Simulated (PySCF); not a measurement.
**S: excitation energy in aug-cc-pV(Q+d)Z plus 1 even-tempered diffuse shell per l**

Aim: the excitation energy of sulfur from differences of total energies, at each level of theory, and how far each lands from the tabulated value where there is one.

Method: unrestricted determinants in a Gaussian basis, no spin-orbit coupling in the energies. Code: PySCF 2.14.0.

## Step 1: Starting point

- Element: sulfur (Z = 16)
- Basis: aug-cc-pV(Q+d)Z with one added diffuse shell each of s, p, d, f, g type (8s7p6d4f3g, 114 functions)
- Hamiltonian: no relativity, point nucleus
- State 1: S: [Ne] 3s2 3p3 4s1, high-spin 5S determinant (an excited configuration)
- Needed too, but not shown: S [Ne] 3s2 3p4 (3P)
- Methods: UHF, LDA, PBE, PBE0, r2SCAN, M06, B2PLYP, wB97M-V, MP2
- Core shells frozen in the correlated runs: valence: [Ne] (for S)

The outer shells:

S [Ne] 3s2 3p3 4s1
```
[Ne] core
3s [↑↓]
3p [↑ ][↑ ][↑ ]
4s [↑ ]
```

One driver process ran all states and methods and kept the integrals in memory. Each run is shown as a PySCF script that sums up its settings (the driver passes frozen orbitals as a list and adds second-order terms of double hybrids); the logs are those of the runs themselves. The driver starts from symmetry-adapted Hartree-Fock orbitals, holds the occupation by maximum overlap and uses a logarithmic radial grid for functionals, so a plain start would take other cycles.

The integrals over 114 functions and the set-up took 2.6 s of CPU time.

## Step 2: S [Ne] 3s2 3p3 4s1, method by method

Level: UHF.

File input.py:

```python
from pyscf import gto, scf, dft, mp, cc
import basis_set_exchange as bse
mol = gto.M(atom="S 0 0 0", charge=0, spin=4, symmetry="D2h",
            basis=gto.basis.parse(bse.get_basis("aug-cc-pV(Q+d)Z", elements=["S"], fmt="nwchem", augment_diffuse=1)))
mf = scf.UHF(mol)
mf.irrep_nelec = {'Ag': (4, 3), 'B1u': (2, 1), 'B2u': (2, 1), 'B3u': (2, 1)}
mf.kernel()
```

Level: LDA.

Changes to input.py:

```diff
@@ -4,3 +4,3 @@
             basis=gto.basis.parse(bse.get_basis("aug-cc-pV(Q+d)Z", elements=["S"], fmt="nwchem", augment_diffuse=1)))
-mf = scf.UHF(mol)
+mf = dft.UKS(mol, xc="LDA,VWN")
 mf.irrep_nelec = {'Ag': (4, 3), 'B1u': (2, 1), 'B2u': (2, 1), 'B3u': (2, 1)}
```

Level: PBE.

Changes to input.py:

```diff
@@ -4,3 +4,3 @@
             basis=gto.basis.parse(bse.get_basis("aug-cc-pV(Q+d)Z", elements=["S"], fmt="nwchem", augment_diffuse=1)))
-mf = dft.UKS(mol, xc="LDA,VWN")
+mf = dft.UKS(mol, xc="PBE")
 mf.irrep_nelec = {'Ag': (4, 3), 'B1u': (2, 1), 'B2u': (2, 1), 'B3u': (2, 1)}
```

Level: PBE0.

Changes to input.py:

```diff
@@ -4,3 +4,3 @@
             basis=gto.basis.parse(bse.get_basis("aug-cc-pV(Q+d)Z", elements=["S"], fmt="nwchem", augment_diffuse=1)))
-mf = dft.UKS(mol, xc="PBE")
+mf = dft.UKS(mol, xc="PBE0")
 mf.irrep_nelec = {'Ag': (4, 3), 'B1u': (2, 1), 'B2u': (2, 1), 'B3u': (2, 1)}
```

Level: r2SCAN.

Changes to input.py:

```diff
@@ -4,3 +4,3 @@
             basis=gto.basis.parse(bse.get_basis("aug-cc-pV(Q+d)Z", elements=["S"], fmt="nwchem", augment_diffuse=1)))
-mf = dft.UKS(mol, xc="PBE0")
+mf = dft.UKS(mol, xc="R2SCAN")
 mf.irrep_nelec = {'Ag': (4, 3), 'B1u': (2, 1), 'B2u': (2, 1), 'B3u': (2, 1)}
```

Level: M06.

Changes to input.py:

```diff
@@ -4,3 +4,3 @@
             basis=gto.basis.parse(bse.get_basis("aug-cc-pV(Q+d)Z", elements=["S"], fmt="nwchem", augment_diffuse=1)))
-mf = dft.UKS(mol, xc="R2SCAN")
+mf = dft.UKS(mol, xc="M06")
 mf.irrep_nelec = {'Ag': (4, 3), 'B1u': (2, 1), 'B2u': (2, 1), 'B3u': (2, 1)}
```

Level: B2PLYP.

Changes to input.py:

```diff
@@ -4,3 +4,3 @@
             basis=gto.basis.parse(bse.get_basis("aug-cc-pV(Q+d)Z", elements=["S"], fmt="nwchem", augment_diffuse=1)))
-mf = dft.UKS(mol, xc="M06")
+mf = dft.UKS(mol, xc="0.53*HF + 0.47*B88, 0.73*LYP")
 mf.irrep_nelec = {'Ag': (4, 3), 'B1u': (2, 1), 'B2u': (2, 1), 'B3u': (2, 1)}
```

Level: wB97M-V.

```python
from pyscf import gto, scf, dft, mp, cc
import basis_set_exchange as bse
mol = gto.M(atom="S 0 0 0", charge=0, spin=4, symmetry="D2h",
            basis=gto.basis.parse(bse.get_basis("aug-cc-pV(Q+d)Z", elements=["S"], fmt="nwchem", augment_diffuse=1)))
mf = dft.UKS(mol, xc="WB97M_V")
mf.irrep_nelec = {'Ag': (4, 3), 'B1u': (2, 1), 'B2u': (2, 1), 'B3u': (2, 1)}
mf.kernel()
```

Level: MP2 (valence).

Changes to input.py:

```diff
@@ -4,4 +4,5 @@
             basis=gto.basis.parse(bse.get_basis("aug-cc-pV(Q+d)Z", elements=["S"], fmt="nwchem", augment_diffuse=1)))
-mf = dft.UKS(mol, xc="WB97M_V")
+mf = scf.UHF(mol)
 mf.irrep_nelec = {'Ag': (4, 3), 'B1u': (2, 1), 'B2u': (2, 1), 'B3u': (2, 1)}
 mf.kernel()
+mp.UMP2(mf, frozen=5).kernel()
```

**Question.** What will these runs give?

**Answer**, as computed:

| quantity | value |
| --- | --- |
| excitation energy, S → [Ne] 3s2 3p3 4s1 | UHF 5.702, MP2 (valence) 6.318 eV; reference 6.500 |

Accuracy by level (over 1 difference):

```
           method  mean absolute miss against the measured value (with the measured fine structure taken into account where it is known) (eV)
              UHF                                                                                                                       0.798
              LDA                                                                                                                       0.058
              PBE                                                                                                                       0.003
             PBE0                                                                                                                       0.043
           r2SCAN                                                                                                                       0.167
              M06                                                                                                                       0.223
           B2PLYP                                                                                                                       0.094
          wB97M-V                                                                                                                       0.122
    MP2 (valence)                                                                                                                       0.182
SCS-MP2 (valence)                                                                                                                       0.011
```

PBE lands nearest to the measured value (off by 0.00 eV), level with SCS-MP2 (valence); UHF misses by most (0.80 eV). PBE is off by -0.00 eV. The basis is finite, and no extrapolation was made.
